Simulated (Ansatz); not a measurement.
# CH6NSn+ (SMILES C[NH][SnH2+]): a rigid scan of the dihedral angle C1–N2–Sn3–H8, part 3 of 3

Ansatz 0.2.0, Gaussian basis.

**8. C1–N2–Sn3–H8 = -15.0°**

File pbe-tzvpp/in.yaml:

```yaml
crystal:
  periodic: [false, false, false]
  atoms:
    - {symbol: C, position_ang: [-0.443118, 1.035790, -0.702174]}
    - {symbol: N, position_ang: [0.225033, -0.238952, -0.477923]}
    - {symbol: Sn, position_ang: [0.435716, -1.188490, 1.185082]}
    - {symbol: H, position_ang: [-1.270699, 0.910721, -1.403871]}
    - {symbol: H, position_ang: [0.259659, 1.763960, -1.112988]}
    - {symbol: H, position_ang: [-0.840924, 1.430627, 0.232914]}
    - {symbol: H, position_ang: [0.615521, -0.651684, -1.315490]}
    - {symbol: H, position_ang: [0.126028, -0.293438, 2.569244]}
    - {symbol: H, position_ang: [0.903167, -2.790331, 1.011443]}
basis:
  gaussian: {orbitals: def2-TZVPP}
total_charge: 1
hamiltonian: {xc: pbe, dispersion: d4}
output: {forces: true}
```

r2scan-tzvpp/in.yaml, as changes to pbe-tzvpp/in.yaml:

```diff
-hamiltonian: {xc: pbe, dispersion: d4}
+hamiltonian: {xc: r2scan, dispersion: d4}
```

pbe0-tzvpp/in.yaml:

```diff
-hamiltonian: {xc: pbe, dispersion: d4}
-output: {forces: true}
+hamiltonian: {xc: pbe0, dispersion: d4}
+output: {forces: true, orbitals: {seedname: orbitals}}
```

b3lyp-tzvpp/in.yaml:

```diff
-hamiltonian: {xc: pbe, dispersion: d4}
+hamiltonian: {xc: {name: B3LYP}, dispersion: d4}
```

wb97mv-tzvpp/in.yaml:

```diff
-hamiltonian: {xc: pbe, dispersion: d4}
-output: {forces: true}
+hamiltonian: {xc: {name: wB97M-V}}
```

ccsdt-tzvpp/in.yaml:

```diff
-hamiltonian: {xc: pbe, dispersion: d4}
-output: {forces: true}
+correlation: {method: ccsd_t}
```

One command serves all of them, each in its own folder.

Launch:

```bash
$ ansatz run in.yaml --threads 2 --pin off --events-out ev --progress --plain --max-ram 4352MiB
```

Output in pbe-tzvpp, shortened:

```text
Functional definition: PBE
  name "PBE"
  cite "Perdew, Burke & Ernzerhof, Phys. Rev. Lett. 77, 3865 (1996) doi:10.1103/PhysRevLett.77.3865"
  parent pbe
[...]
1077 factors; their error is unknown
[...]
mean field -8445.83497523 eV, -310.3787105470 hartree, gradient 1.5e-5 eV, S^2 0.000000; 0 other end points of the search recorded, 0 dependent functions left out
[...]
Atom 5 at    -0.840924     1.430627     0.232914 Å, force    -0.089583     0.089026     0.177304 eV/Å
Atom 6 at     0.615521    -0.651684    -1.315490 Å, force    -0.005641    -0.252683    -0.316858 eV/Å
Atom 7 at     0.126028    -0.293438     2.569244 Å, force    -0.164632     0.107445     0.137826 eV/Å
Atom 8 at     0.903167    -2.790331     1.011443 Å, force     0.167286    -0.165721    -0.015475 eV/Å
Dipole moment:    -0.000210     0.033385    -0.117455 e Å
```

Output in r2scan-tzvpp, shortened:

```text
[... 5 set-up lines as earlier in the session ...]
[...]
1077 factors; their error is unknown
[...]
Atom 5 at    -0.840924     1.430627     0.232914 Å, force     0.010532    -0.019270    -0.020879 eV/Å
Atom 6 at     0.615521    -0.651684    -1.315490 Å, force    -0.139370    -0.113454    -0.063103 eV/Å
Atom 7 at     0.126028    -0.293438     2.569244 Å, force    -0.129244    -0.006537    -0.030675 eV/Å
Atom 8 at     0.903167    -2.790331     1.011443 Å, force     0.113542     0.032582     0.008909 eV/Å
Dipole moment:     0.006073     0.013197    -0.091476 e Å
```

pbe0-tzvpp printed, shortened:

```text
[... 5 set-up lines as earlier in the session ...]
[...]
1150 factors; their error is unknown
[...]
mean field -8446.33115144 eV, -310.3969446866 hartree, gradient 6.0e-5 eV, S^2 0.000000; 0 other end points of the search recorded, 0 dependent functions left out
[...]
Atom 5 at    -0.840924     1.430627     0.232914 Å, force     0.003178    -0.003458    -0.022295 eV/Å
Atom 6 at     0.615521    -0.651684    -1.315490 Å, force    -0.165086    -0.081343     0.011181 eV/Å
Atom 7 at     0.126028    -0.293438     2.569244 Å, force    -0.120976    -0.018869    -0.004893 eV/Å
Atom 8 at     0.903167    -2.790331     1.011443 Å, force     0.112621     0.017869     0.031665 eV/Å
Dipole moment:     0.017095    -0.019879    -0.048677 e Å
```

b3lyp-tzvpp printed, shortened:

```text
[... 6 set-up lines as earlier in the session ...]
[...]
1121 factors; their error is unknown
[...]
Atom 5 at    -0.840924     1.430627     0.232914 Å, force     0.016519    -0.017217    -0.057577 eV/Å
Atom 6 at     0.615521    -0.651684    -1.315490 Å, force    -0.149488    -0.097933    -0.027332 eV/Å
Atom 7 at     0.126028    -0.293438     2.569244 Å, force    -0.134122     0.017875     0.037255 eV/Å
Atom 8 at     0.903167    -2.790331     1.011443 Å, force     0.129447    -0.037505     0.019195 eV/Å
Dipole moment:     0.012569    -0.005418    -0.067837 e Å
```

Output in wb97mv-tzvpp, shortened:

```text
[... 5 set-up lines as earlier in the session ...]
  # Of w^i u^j: cxij and so on, Table III.
[...]
  gx(w, u) = 1 - cx + cx01*u + cx10*w
[...]
      + integral(e_c_pw_mod_opposite_spin*gos(b97_w_opposite, b97_u_opposite)) + vv10(b, c)
1121 factors; their error is unknown
279 factors; integrals over basis functions are off by at most 9.4e-6 eV
[...]
mean field -8446.48616348 eV, -310.4026412738 hartree, gradient 2.3e-5 eV, S^2 0.000000; 0 other end points of the search recorded, 0 dependent functions left out
reference -8446.48621857 eV, -310.4026432983 hartree; 20, 20 occupied and 176, 176 virtual orbitals, 1121 factors
Total energy: -8446.48621857 eV, -310.4026432983 hartree
```

Log of ccsdt-tzvpp, shortened:

```text
[... 4 set-up lines as earlier in the session ...]
[...]
1309 factors; integrals over basis functions are off by at most 1.1e-3 eV
[...]
mean field -8406.17861543 eV, -308.9213662047 hartree, gradient 9.4e-6 eV, S^2 0.000000; 0 other end points of the search recorded, 0 dependent functions left out
6 core orbitals not correlated: weight in the atoms' cores, before any rotation towards them, 1.000 or more for the frozen orbitals, at most 0.000 for the correlated occupied ones
reference -8406.17861543 eV, -308.9213662047 hartree; 14, 14 occupied and 176, 176 virtual orbitals, 1309 factors
second order -19.08104324 eV of doubles, -0.00000000 eV of singles
cycle   1  -19.04868247 eV  change    3.2e-2 eV  update   1.2e-1
[...]
cycle  10  -19.68799612 eV  change    4.9e-6 eV  update   2.3e-5
perturbative correction -0.70257566 eV, -0.0258191794 hartree
Total energy: -8426.56918722 eV, -309.6707058967 hartree
```

Times: 2.3 s (pbe-tzvpp), 4 s (r2scan-tzvpp), 4 s (pbe0-tzvpp), 3.7 s (b3lyp-tzvpp), 7.5 s (wb97mv-tzvpp), 77 s (ccsdt-tzvpp) on 2 threads of AMD EPYC 7R43, shared host; peak memory 2.6 GiB.

**9. The curves**

Energies less that of the minimum at the same level (kcal/mol):

```
dihedral angle (°)  PBE-D4  r2SCAN-D4  PBE0-D4  B3LYP-D4  wB97M-V  Hartree-Fock   MP2  CCSD  CCSD(T)
            -169.2     0.6        0.6      0.6       0.6      0.6           0.5   0.6   0.6      0.6
            -143.5     6.3        6.5      6.2       6.3      6.1           5.6   6.9   6.4      6.6
            -117.8    16.6       16.8     15.9      16.2     15.6          13.5  17.4  16.3     17.0
             -92.1    26.1       25.4     23.4      24.3     22.4          18.1  24.2  23.1     24.6
             -66.4    18.5       18.6     17.6      18.0     17.1          14.6  19.0  17.9     18.8
             -40.7     7.7        8.0      7.6       7.7      7.5           6.8   8.5   7.9      8.1
             -15.0     1.1        1.2      1.1       1.1      1.1           1.0   1.2   1.1      1.2
   180.0 (minimum)     0.0        0.0      0.0       0.0      0.0           0.0   0.0   0.0      0.0
```

What each level costs and misses (shared host):

```
      method  RMS deviation from CCSD(T) (kcal/mol)        mean time a point
      PBE-D4                                    0.6                    2.5 s
   r2SCAN-D4                                    0.3                    4.3 s
     PBE0-D4                                    0.8                    4.3 s
    B3LYP-D4                                    0.5                    3.9 s
     wB97M-V                                    1.2                      8 s
Hartree-Fock                                    3.3  part of the CCSD(T) run
         MP2                                    0.3  part of the CCSD(T) run
        CCSD                                    0.7  part of the CCSD(T) run
     CCSD(T)                                      0                     79 s
```

The best functional, r2SCAN-D4, misses by 0.3 kcal/mol and takes 4.3 s a point, against 79 s for CCSD(T).

**10. Results**

The summary covers parts 1 to 3.

| quantity | value |
| --- | --- |
| highest point, CCSD(T) | 24.6 kcal/mol at -92.1° |
| lowest point, CCSD(T) | 0.0 kcal/mol at 180.0° |
| RMS deviation from CCSD(T) | PBE-D4 0.6, r2SCAN-D4 0.3, PBE0-D4 0.8, B3LYP-D4 0.5, wB97M-V 1.2, Hartree-Fock 3.3, MP2 0.3, CCSD 0.7 kcal/mol |
| largest T1 diagnostic | 0.022 |

In words: Over the points sampled the torsion costs at most 24.6 kcal/mol, enough to slow or lock the rotation at room temperature. A rigid scan overstates barriers, since nothing else may give way. Best along the scan: MP2. Worst: Hartree-Fock.
